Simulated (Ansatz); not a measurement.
# BrF2HSi: the cost of one run

Method: PBE0-D4/def2-SVP; program: Ansatz 0.2.0, Gaussian basis.

16 further runs of the same task are left out: 16 set aside as unsound or not needed.

**1. The system as given**

The first end: 5 atoms, charge 0, spin multiplicity 1.

Atoms are counted from 1 here; the program's logs count them from 0.

Bond lengths: Si1–Br2 2.183 Å, Si1–H3 1.466 Å, Si1–F4 1.578 Å, Si1–F5 1.578 Å. Angles: Br2–Si1–H3 111.6°, Br2–Si1–F4 109.1°, Br2–Si1–F5 109.1°, H3–Si1–F4 109.7°, H3–Si1–F5 109.7°, F4–Si1–F5 107.6°.

As a file:

```xyz
5

Si   -0.1238    0.0201   -0.0232
Br    2.0082   -0.3718   -0.2775
H    -0.8240    0.0542   -1.3107
F    -0.3106    1.3996    0.7192
F    -0.7498   -1.1020    0.8922
```

The second end:

```mol
BrF2HSi
  3D, bonds by distance, orders not assigned

  5  3  0  0  0  0  0  0  0  0999 V2000
   -1.2207    0.2488    0.4547 Si  0  0
    1.6368   -0.3614   -0.9424 Br  0  0
    1.0501   -0.3342   -2.2376 H   0  0
   -0.5161    1.4333    1.2799 F   0  0
   -0.9500   -0.9863    1.4454 F   0  0
  1  4  8  0
  1  5  8  0
  2  3  8  0
M  END
```

**2. The band at PBE0-D4/def2-SVP**

File neb/in.yaml:

```yaml
crystal:
  periodic: [false, false, false]
  atoms:
    - {symbol: Si, position_ang: [-0.123778, 0.020126, -0.023229]}
    - {symbol: Br, position_ang: [2.008230, -0.371804, -0.277539]}
    - {symbol: H, position_ang: [-0.823952, 0.054170, -1.310721]}
    - {symbol: F, position_ang: [-0.310630, 1.399625, 0.719244]}
    - {symbol: F, position_ang: [-0.749768, -1.102017, 0.892247]}
basis:
  gaussian: {orbitals: def2-SVP}
hamiltonian: {xc: pbe0, dispersion: d4}
neb:
  images: 5
  climbing: true
  max_iterations: 40
  initial_path: idpp
  final_atoms:
    - {symbol: Si, position_ang: [-1.220747, 0.248835, 0.454737]}
    - {symbol: Br, position_ang: [1.636820, -0.361448, -0.942364]}
    - {symbol: H, position_ang: [1.050131, -0.334229, -2.237628]}
    - {symbol: F, position_ang: [-0.516085, 1.433286, 1.279876]}
    - {symbol: F, position_ang: [-0.950018, -0.986344, 1.445379]}
```

Run with:

```console
> ansatz run in.yaml --threads 4 --pin off --events-out ev --progress --plain --max-ram 9574MiB
```

**Question.** How long does this run take on 4 threads of Arm Neoverse V1, shared host?

About 70 s.
